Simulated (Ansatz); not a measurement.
# YbS, space group Fm-3m: cell relaxations under several functionals

Program: the Python package of Ansatz (0.2.0).

Notebook, run cell by cell (the value of a cell's last expression is shown):

In [1]:
```python
import warnings

import ansatz as az
import numpy as np
```

In [2]:
```python
def edges_and_angles(cell):
    cell = np.asarray(cell)
    a, b, c = np.linalg.norm(cell, axis=1)
    cosines = cell[1] @ cell[2] / (b * c), cell[0] @ cell[2] / (a * c), cell[0] @ cell[1] / (a * b)
    return (a, b, c, *np.degrees(np.arccos(cosines)))
```

In [3]:
```python
warnings.simplefilter("ignore", az.DeckWarning)

cell = (
    az.Lattice.fcc(5.677)
    .space_group(225)
    .atom("Yb", (0.5, 0.0, 0.0))
    .atom("S", (0.0, 0.0, 0.0))
    .primitive()
)
```

In [4]:
```python
len(cell.resolved().sites)
```
Out [4]:
```text
2
```

In [5]:
```python
model = (
    cell.calculation()
    .occupations(az.OccupationsMethod.FERMI_DIRAC, width=0.15)  # fractional filling near the Fermi level
    .basis(21 * az.Ha)
    .kpoints(spacing=0.22)  # the mesh must be finer for metals
    .relax(cell=True, force_tolerance=0.005)  # relax until the tolerances are met
)
```

In [6]:
```python
levels = [("pbesol", "d3bj"), ("r2scan", "none"), ("r2scan", "d4")]
print("level            a       b       c    alpha   beta  gamma  V/atom  steps")
for name, dispersion in levels:
    seen = []
    run = model.functional(name, dispersion=dispersion).session().plan()
    outcome = run.execute(on_event=lambda e: seen.append(e) if e["event"] == "relax_step" else None)
    cell = outcome.lattice.cell_ang
    label = name if dispersion == "none" else f"{name}+{dispersion}"
    print("{:13s} {:7.4f} {:7.4f} {:7.4f} {:6.2f} {:6.2f} {:6.2f}".format(label, *edges_and_angles(cell)), f"{abs(np.linalg.det(cell)) / len(outcome.lattice.sites):7.3f} {len(seen):5d}")
```
```text
level            a       b       c    alpha   beta  gamma  V/atom  steps
pbesol+d3bj    3.8067  3.8067  3.8067  60.00  60.00  60.00  19.503     5
r2scan         3.9285  3.9285  3.9285  60.00  60.00  60.00  21.435     5
r2scan+d4      3.9125  3.9125  3.9125  60.00  60.00  60.00  21.174     5
```

From smallest to largest: PBEsol+D3BJ (19.50 Å³ an atom, -14.7 % against the start), r2SCAN+D4 (21.17 Å³ an atom, -7.4 % against the start) and r2SCAN (21.43 Å³ an atom, -6.3 % against the start). The spread is 9.9 % in volume.

Semilocal functionals put the nearly full 4f shell of Yb too close to the Fermi level. Forces vanish by symmetry, so the ions can't move, and the end may be a saddle. Dispersion corrections can be off by several per cent in the lattices of metals, and by several GPa in the pressure at a fixed cell. The mesh is modest for a metal, so energies can be off by several to tens of meV an atom and pressures by half a GPa or more; differences at equal mesh fare better. Edges and angles are those of the cell as typed, here a primitive one, not of the conventional cell. The starting cell is as deposited in a crystallographic database; the results hold for this polymorph, which needn't be the stable one. Timing: 90 s on 1 thread of Arm Neoverse V1, with other jobs on the host, peak memory 0.62 GiB.

(A comment or docstring line of the script was reworded after the run, the code is as it ran.)
